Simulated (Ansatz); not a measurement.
**NiO (Fm-3m): equation of state**

One table from this session's results is given with a row withheld; the runs are named, their logs left out.

Computed with Ansatz 0.2.0 (DFT r²SCAN, scalar-relativistic, plane waves, PAW, unless a step's input says otherwise).

## The starting structure

Symmetry: R-3m, No. 166, trigonal system. Conventional cell: a = 2.947 Å, b = 2.947 Å, c = 7.192 Å, α = 90.00°, β = 90.00°, γ = 120.00°. Ni (site symmetry -3m) is surrounded by 6 O at 2.08 Å. O (site symmetry -3m) is surrounded by 6 Ni at 2.08 Å.

Coordinates:

```cif
data_structure
_symmetry_space_group_name_H-M 'P 1'
_symmetry_Int_Tables_number 1
_cell_length_a 2.9472
_cell_length_b 2.9472
_cell_length_c 5.0876
_cell_angle_alpha 73.164
_cell_angle_beta 90.000
_cell_angle_gamma 60.000
_cell_volume 36.07
loop_
_atom_site_label
_atom_site_type_symbol
_atom_site_fract_x
_atom_site_fract_y
_atom_site_fract_z
_atom_site_occupancy
Ni1 Ni 0.00000 0.00000 0.00000 1
O1 O 0.75000 0.50000 0.25000 1
Ni2 Ni 0.50000 0.00000 0.50000 1
O2 O 0.25000 0.50000 0.75000 1
```

This cell comes from an earlier session at r²SCAN: 9.016 Å³/atom at 0.00 GPa, on a 10×10×10 mesh. The large moments point both ways and cancel.

Volume factors to run: 0.980, 1.020, 0.960, 1.040.

Set-up of the first run:

Input file input.yaml:

```yaml
crystal:
  lattice:
    - [0.0, 2.0699667231, 2.0699667231]
    - [2.0699667231, 0.0, 2.0699667231]
    - [4.1295760083, 2.0596092852, -2.0596092852]
  atoms:
    - { symbol: Ni, position: [0.0, 0.0, 0.0], spin: 1.73 }
    - { symbol: O, position: [0.7499999999, 0.5000000001, 0.2499999998] }
    - { symbol: Ni, position: [0.5, 0.0, 0.5], spin: -1.73 }
    - { symbol: O, position: [1.2500000001, 0.4999999999, 0.7500000002] }
basis:
  ecutwfc: 500
  ecutrho_ratio: 4
kpoints:
  mp_grid: { grid: [10, 10, 10] }
hamiltonian:
  xc: r2scan
scf:
  occupations: { method: gaussian, width: 0.05 }
output:
  forces: true
  stress: true
  eigenvalues: true
  populations: true
magnetization:
  spin_polarized: true
relax:
  f_tol: 0.01
  max_steps: 40
  cell: { stress_tol: 0.1, fix: [volume] }
```

On the command line:

```console
$ ansatz run input.yaml --threads 2 --pin off --max-ram 5120MiB --backend cpu --events-out ev --progress --plain --runs-dir out
```

Among the steps run: Volume × 0.980; Volume × 1.020; At 0.960 of the relaxed volume; Volume × 1.040.

One of the session's tables, all rows but one given; the rest of the session is left out.

It belongs to the step «Energy and pressure against volume». 

```
volume (Å³/atom)  energy (meV/atom)  pressure (GPa)  gap (eV)  moment of atom 1 (μB)
           8.656              10.54            9.71      2.40                   1.56
           8.836                  ?               ?         ?                      ?
           9.016               0.00            0.00      2.39                   1.57
           9.197               2.36           -4.12      2.38                   1.58
           9.377               9.11           -7.82      2.37                   1.59
```

Q: Estimate the row for volume (Å³/atom) = 8.836 from the others.

Worked estimate for «energy (meV/atom)». A straight line through the neighbours (8.656, 10.54) and (9.016, 0.00) gives 10.54 + (0.00 − 10.54) × (8.836 − 8.656) / (9.016 − 8.656) = 5.27; a parabola fitted to 3 rows on both sides gives 2.74.

As computed: energy (meV/atom): 2.53; pressure (GPa): 4.59; gap (eV): 2.39; moment of atom 1 (μB): 1.56. In «energy (meV/atom)» the line misses by +2.74 and the parabola by +0.21.

Caveats from the session: Warnings in the runs' records: anti translation declined, stability check not made.
